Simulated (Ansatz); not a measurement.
This script drives Ansatz 0.2.0, Python API.

`md.py`:
```python
'''A short Born-Oppenheimer trajectory of F2In.'''

import ansatz as az
import numpy as np

molecule = (
    az.Crystal.molecule()
    .atom('F', (0.6387, 1.5615, 0.5106))
    .atom('In', (-0.2701, 0.1552, -0.1281))
    .atom('F', (-0.3795, -1.7815, -0.3957))
)

setup = (
    molecule.calculation()
    .basis(gaussian='def2-SVP')
    .functional('BLYP')
    .spin('collinear', total=1)
)
symbols = [site.symbol for site in molecule.cartesian_sites]
start = np.array([site.position_ang for site in molecule.cartesian_sites], dtype=float)
rep = setup.relax(force_tolerance=0.02).run().report
end = np.array(rep['positions_ang'])
minimum = az.Crystal.molecule()
for symbol, place in zip(symbols, end):
    minimum = minimum.atom(symbol, place.tolist())

# dynamics from the relaxed geometry
setup = (
    minimum.calculation()
    .basis(gaussian='def2-SVP')
    .functional('BLYP')
    .spin('collinear', total=1)
    .md('nve', timestep=1.0, steps=30, temperature=800, initial_velocities='maxwell_boltzmann', seed=31)
)
frames = []
result = setup.session().plan().execute(on_event=lambda e: frames.append(e['data']) if e['event'] == 'md_step' else None)
print('t (fs)   E_pot (eV)      E_kin (eV)   T (K)   d(0-1) (A)')
for f in frames[::3]:
    xyz = np.array(f['positions_ang'])
    print(f'{f["time_fs"]:6.2f} {f["lagrangian_ev"]:14.5f} {f["e_kin_ev"]:10.5f} {f["temperature_k"]:8.1f} {np.linalg.norm(xyz[0] - xyz[1]):9.4f}')
kept = np.array([f['conserved_ev'] for f in frames])
print(f'conserved energy moves by at most {1000 * np.ptp(kept):.3f} meV')
symbols = [site.symbol for site in molecule.cartesian_sites]
with open('last_frame.xyz', 'w') as handle:
    handle.write(f'{len(symbols)}\nt = {frames[-1]["time_fs"]} fs\n')
    handle.writelines('{:2s} {:10.5f} {:10.5f} {:10.5f}\n'.format(s, *xyz) for s, xyz in zip(symbols, frames[-1]['positions_ang']))
```

It is started by `python md.py`. How long does it take on 1 thread of Arm Neoverse V1, on a shared host, and how much memory does it need?

It took about 60 s, with a peak of 0.19 GiB, for 2 runs of the engine.

```console
$ python md.py
t (fs)   E_pot (eV)      E_kin (eV)   T (K)   d(0-1) (A)
  0.00   -10602.47273    0.10341    800.0    2.0120
  3.00   -10602.46576    0.09646    746.3    2.0353
  6.00   -10602.44784    0.07859    608.0    2.0567
  9.00   -10602.42536    0.05616    434.5    2.0744
 12.00   -10602.40585    0.03670    283.9    2.0873
 15.00   -10602.39541    0.02627    203.3    2.0945
 18.00   -10602.39669    0.02754    213.1    2.0956
 21.00   -10602.40829    0.03911    302.5    2.0906
 24.00   -10602.42566    0.05644    436.6    2.0798
 27.00   -10602.44295    0.07369    570.1    2.0638
 30.00   -10602.45470    0.08542    660.8    2.0438
conserved energy moves by at most 0.188 meV
```

File `last_frame.xyz` afterwards:
```text
3
t = 30.0 fs
F     0.83996    1.39830    0.60083
In   -0.58599    0.23526   -0.28872
F    -0.14486   -1.73257   -0.26470
```

Caveats:
- Total energies depend on the basis set; only differences at equal settings carry meaning.
- The trajectory is only some femtoseconds long, so its temperature is not equilibrated; where the script doesn't relax first, it starts from a rough generated geometry.
- def2 sets replace the cores of elements past krypton by effective core potentials.
- The run takes the species as open-shell (spin multiplicity 2), which needn't be its ground state.
- The temperature counts the internal degrees of freedom alone.
